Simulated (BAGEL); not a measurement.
**CH5BFO− (SMILES CO[BH2-]F) at HF/STO-3G (density fitting with qzvpp-jkfit)**

What is the energy change on altering one bond length of CH5BFO− at HF/STO-3G (density fitting with qzvpp-jkfit)? 

The results are computed with BAGEL 1.2.2.

6 further runs of the same task are left out: 5 that didn't finish, 1 set aside as unsound or not needed. Runs told in other sessions of the task aren't counted.

### 1 The structure to begin with

CH5BFO− has 9 atoms, charge -1, and is taken as a singlet. As SMILES, `CO[BH2-]F`. The shape is that of a GFN2-xTB optimisation. This is one conformer, not always the lowest.

Bond lengths: C1–O2 1.375 Å, O2–B3 1.492 Å, B3–F4 1.445 Å, C1–H5 1.108 Å, C1–H6 1.102 Å, C1–H7 1.103 Å, B3–H8 1.234 Å, B3–H9 1.212 Å. Some angles: C1–O2–B3 114.4°, O2–B3–F4 109.8°, O2–C1–H5 112.1°, O2–C1–H6 109.0°, O2–C1–H7 112.4°, O2–B3–H8 111.2°, O2–B3–H9 107.1°, F4–B3–H8 106.9°, F4–B3–H9 108.7°, H5–C1–H6 108.1°.

### 2 A single-point energy at HF/STO-3G (density fitting with qzvpp-jkfit)

input.json

```json
{ "bagel" : [

{
  "title" : "molecule",
  "basis" : "sto-3g",
  "df_basis" : "qzvpp-jkfit",
  "angstrom" : true,
  "geometry" : [
    { "atom" : "C", "xyz" : [   -0.702570,    0.883720,   -0.421190 ] },
    { "atom" : "O", "xyz" : [   -0.021970,    0.477570,    0.702640 ] },
    { "atom" : "B", "xyz" : [    0.667880,   -0.838030,    0.563600 ] },
    { "atom" : "F", "xyz" : [    1.697590,   -0.745800,   -0.445380 ] },
    { "atom" : "H", "xyz" : [   -1.503990,    0.172220,   -0.702480 ] },
    { "atom" : "H", "xyz" : [   -1.167310,    1.863550,   -0.225200 ] },
    { "atom" : "H", "xyz" : [   -0.042160,    0.986670,   -1.299070 ] },
    { "atom" : "H", "xyz" : [   -0.116840,   -1.717360,    0.197160 ] },
    { "atom" : "H", "xyz" : [    1.189360,   -1.082540,    1.629940 ] }
  ]
},
{
  "title" : "hf",
  "charge" : -1
},
{
  "title" : "print",
  "file" : "orbitals.molden",
  "orbitals" : true
}

]}
```

Started as:

```bash
$ BAGEL_NUM_THREADS=1 BAGEL input.json > input.out
```

Output:

```text
* using 1 threads per process

  ===============================================================
  ===============================================================

  *** Geometry ***

  { "atom" : "C", "xyz" : [     -1.327665,      1.669989,     -0.795934 ] },
  { "atom" : "O", "xyz" : [     -0.041517,      0.902477,      1.327797 ] },
  { "atom" : "B", "xyz" : [      1.262110,     -1.583647,      1.065050 ] },
  { "atom" : "F", "xyz" : [      3.207980,     -1.409358,     -0.841646 ] },
  { "atom" : "H", "xyz" : [     -2.842129,      0.325449,     -1.327495 ] },
  { "atom" : "H", "xyz" : [     -2.205896,      3.521599,     -0.425566 ] },
  { "atom" : "H", "xyz" : [     -0.079671,      1.864536,     -2.454887 ] },
  { "atom" : "H", "xyz" : [     -0.220796,     -3.245340,      0.372578 ] },
  { "atom" : "H", "xyz" : [      2.247565,     -2.045704,      3.080140 ] },

  Number of auxiliary basis functions:      394

  Since a DF basis is specified, we compute 2- and 3-index integrals:
    o Being stored without compression. Storage requirement is 0.002 GB

  Number of basis functions:       25
  Number of electrons      :       33

    * METHOD: MOLECULE                             0.17

  *** RHF ***

  === Nuclear Repulsion ===
   120.2039782634

      * DIIS with orbital gradients will be used.

  === RHF iteration (sto-3g) ===
      0       -236.41618853          0.02155848           0.01
      1       -236.50843623          0.00512588           0.01
      2       -236.51415608          0.00146941           0.01
      3       -236.51480652          0.00027624           0.01
      4       -236.51483460          0.00006528           0.01
      5       -236.51483607          0.00000749           0.01
      6       -236.51483609          0.00000209           0.01
      7       -236.51483609          0.00000051           0.01
      8       -236.51483609          0.00000009           0.01
      9       -236.51483609          0.00000003           0.01
     10       -236.51483609          0.00000001           0.01
    * SCF iteration converged.

    * Permanent dipole moment:
           (    0.557909,    -0.947433,     0.810728) a.u.

    * METHOD: HF                                   0.27

    * METHOD: PRINT                                0.00

  ===============================================================
```

It took 0.6 s on 1 thread of Arm Neoverse N1, shared host; peak memory 0.082 GiB.

### 3 The distorted shape

hf.json

```json
{ "bagel": [

{
  "title": "molecule",
  "basis": "sto-3g",
  "df_basis": "qzvpp-jkfit",
  "angstrom": true,
  "geometry": [
    { "atom": "C", "xyz": [      -1.119755,       1.079328,      -1.274263 ] },
    { "atom": "O", "xyz": [      -0.439155,       0.673178,      -0.150433 ] },
    { "atom": "B", "xyz": [       0.250695,      -0.642422,      -0.289473 ] },
    { "atom": "F", "xyz": [       1.280405,      -0.550192,      -1.298453 ] },
    { "atom": "H", "xyz": [      -1.921175,       0.367828,      -1.555553 ] },
    { "atom": "H", "xyz": [      -1.584495,       2.059158,      -1.078273 ] },
    { "atom": "H", "xyz": [      -0.459345,       1.182278,      -2.152143 ] },
    { "atom": "H", "xyz": [      -0.534025,      -1.521752,      -0.655913 ] },
    { "atom": "H", "xyz": [       1.189360,      -1.082540,       1.629940 ] }
  ]
},

{
  "title": "hf",
  "charge": -1
},

{
  "title": "print",
  "file": "orbitals.molden",
  "orbitals": true
}

]}
```

Started as:

```bash
$ BAGEL_NUM_THREADS=1 BAGEL hf.json > hf.out
```

Output:

```text
* using 1 threads per process

  ===============================================================
  ===============================================================

  *** Geometry ***

  { "atom" : "C", "xyz" : [     -2.116030,      2.039634,     -2.408008 ] },
  { "atom" : "O", "xyz" : [     -0.829883,      1.272122,     -0.284277 ] },
  { "atom" : "B", "xyz" : [      0.473745,     -1.214002,     -0.547025 ] },
  { "atom" : "F", "xyz" : [      2.419615,     -1.039712,     -2.453721 ] },
  { "atom" : "H", "xyz" : [     -3.630495,      0.695094,     -2.939569 ] },
  { "atom" : "H", "xyz" : [     -2.994262,      3.891245,     -2.037641 ] },
  { "atom" : "H", "xyz" : [     -0.868036,      2.234182,     -4.066961 ] },
  { "atom" : "H", "xyz" : [     -1.009161,     -2.875695,     -1.239496 ] },
  { "atom" : "H", "xyz" : [      2.247565,     -2.045704,      3.080140 ] },

  Number of auxiliary basis functions:      394

  Since a DF basis is specified, we compute 2- and 3-index integrals:
    o Being stored without compression. Storage requirement is 0.002 GB

  Number of basis functions:       25
  Number of electrons      :       33

    * METHOD: MOLECULE                             0.17

  *** RHF ***

  === Nuclear Repulsion ===
   117.7683403813

      * DIIS with orbital gradients will be used.

  === RHF iteration (sto-3g) ===
      0       -236.20979559          0.02445886           0.01
      1       -236.32643272          0.00694511           0.01
      2       -236.33563060          0.00173698           0.01
      3       -236.33656033          0.00028390           0.01
      4       -236.33658826          0.00007967           0.01
      5       -236.33659058          0.00001592           0.01
      6       -236.33659067          0.00000388           0.01
      7       -236.33659068          0.00000097           0.01
      8       -236.33659068          0.00000025           0.01
      9       -236.33659068          0.00000007           0.01
     10       -236.33659068          0.00000002           0.01
     11       -236.33659068          0.00000001           0.01
    * SCF iteration converged.

    * Permanent dipole moment:
           (    1.136582,    -1.289905,     2.032237) a.u.

    * METHOD: HF                                   0.28

    * METHOD: PRINT                                0.00

  ===============================================================
```

Run time: 0.6 s. Hardware: 1 thread of Arm Neoverse N1, shared host; peak memory 0.082 GiB.

### 4 Summary of results

At HF/STO-3G (density fitting with qzvpp-jkfit):

```
                                                              quantity          value
                                             first shape: total energy  -236.51484 Eh
                                              first shape: HOMO energy       -1.08 eV
                                              first shape: LUMO energy       23.53 eV
    first shape: HOMO–LUMO gap (to an unbound level, set by the basis)       24.61 eV
                                         distorted shape: total energy  -236.33659 Eh
                                          distorted shape: HOMO energy        1.37 eV
                                          distorted shape: LUMO energy       14.94 eV
distorted shape: HOMO–LUMO gap (to an unbound level, set by the basis)       13.57 eV
     energy change with the B3–H9 bond stretched from 1.212 to 2.181 Å       4.850 eV
```

With the B3–H9 bond stretched from 1.212 to 2.181 Å the energy rises by 4.85 eV (112 kcal/mol). The first shape isn't relaxed at this level, so the change isn't measured from a minimum. The minimal basis adds a large error of its own. The HOMO (distorted shape) lies at positive energy, 1.37 eV: the electron is unbound at this level or held by a compact basis; values depend on the basis.
